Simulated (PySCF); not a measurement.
**The bond of BeN, level by level**

Aim: find the lowest electronic state of BeN, scan its bond at several levels of theory, and get bond length, wavenumber and dissociation energy from each curve.

Method: Be 6-31G(d,p), N 6-31G(d,p), no relativity; program: PySCF 2.14.0.

### 1 Set-up

The job is set up so:

| Item | Value |
| --- | --- |
| atoms | Be, N |
| charge | 0 |
| basis | Be 6-31G(d,p), N 6-31G(d,p) |
| Hamiltonian | no relativity |
| basis functions | 28 |
| electrons treated | 11 |
| masses in u | 9.0122, 14.0031 |
| levels | PBE0, PBE, r²SCAN, M06-L, M06-2X, TPSS, HSE06, HF, MP2, SCS-MP2, CCSD, CCSD(T) |
| grid | 80 radial by 434 angular points |
| occupations | held fixed by the projection of orbital angular momentum |
| dissociation limit | Be + N, each in its ground configuration |
| starting distance in angstrom | 1.615 |
| values of 2S to try | 1, 3 |

Run with:

```bash
> OMP_NUM_THREADS=1 python dia.py task.json out
```

Further steps of the session: PBE0 along the bond; Other states along the same grid; PBE (GGA); r²SCAN (meta-GGA); M06-L (meta-GGA); M06-2X (hybrid meta-GGA); TPSS; HSE06 (range-separated hybrid); UHF (mean field); Adding correlation.

What does the calculation give? Wanted: for each run, Re; ωe; De; μ.

As calculated:

Lowest PBE0 solution found, without spin–orbit coupling: ⁴Σ⁻ (quartet), unpaired electrons σ ↑, π ↑↑. State 2 has its PBE0 minimum 0.14 eV higher, as a spin-mixed determinant (⟨S²⟩ = 1.75), so this is no gap between pure states. State 3 has its PBE0 minimum 0.46 eV higher, as a spin-mixed determinant (⟨S²⟩ = 1.26), so this is no gap between pure states. State 4 has its PBE0 minimum 0.60 eV higher, as a spin-mixed determinant (⟨S²⟩ = 1.75), so this is no gap between pure states. The other levels ran on the lowest alone.

```tsv
level	Re (Å)	ωe (cm⁻¹)	De (eV)	μ (D)
UHF	1.594	977	1.00	-1.67
UHF-MP2	1.605	960	1.43	n/a
UHF-SCS-MP2	1.610	943	1.31	n/a
UHF-CCSD	1.615	920	1.01	n/a
UHF-CCSD(T)	1.619	909	1.07	n/a
PBE	1.621	900	2.20	-1.05
TPSS	1.625	900	2.13	-1.02
r²SCAN	1.616	904	2.05	-1.24
M06-L	1.610	927	2.07	-0.94
PBE0	1.605	939	1.99	-1.26
HSE06	1.605	937	2.00	-1.26
M06-2X	1.606	937	1.80	-1.20
```

De is counted to Be + N in their ground configurations. A positive dipole means Be(−)N(+).

Differences from CCSD(T) in the same basis:

```tsv
level	Re (mÅ)	ωe (%)
UHF	-24	+7.5
UHF-MP2	-14	+5.7
UHF-SCS-MP2	-8	+3.8
UHF-CCSD	-4	+1.2
PBE	+2	-1.0
TPSS	+6	-1.0
r²SCAN	-3	-0.5
M06-L	-9	+2.0
PBE0	-14	+3.3
HSE06	-14	+3.1
M06-2X	-13	+3.1
```

**Reading.** Judged by CCSD(T) in the same basis: best bond length PBE (+2 mÅ), worst UHF (-24 mÅ); best wavenumber r²SCAN (-0.5 %), worst UHF (+7.5 %). Hartree–Fock falls on the short and stiff side, its usual fault. CCSD(T) in a basis this small is itself some way from its limit, more so than the functionals. Among the levels with a De in the table, it runs from 1.00 eV (UHF) to 2.20 eV (PBE).

Correlated steps freeze 1 core orbital.
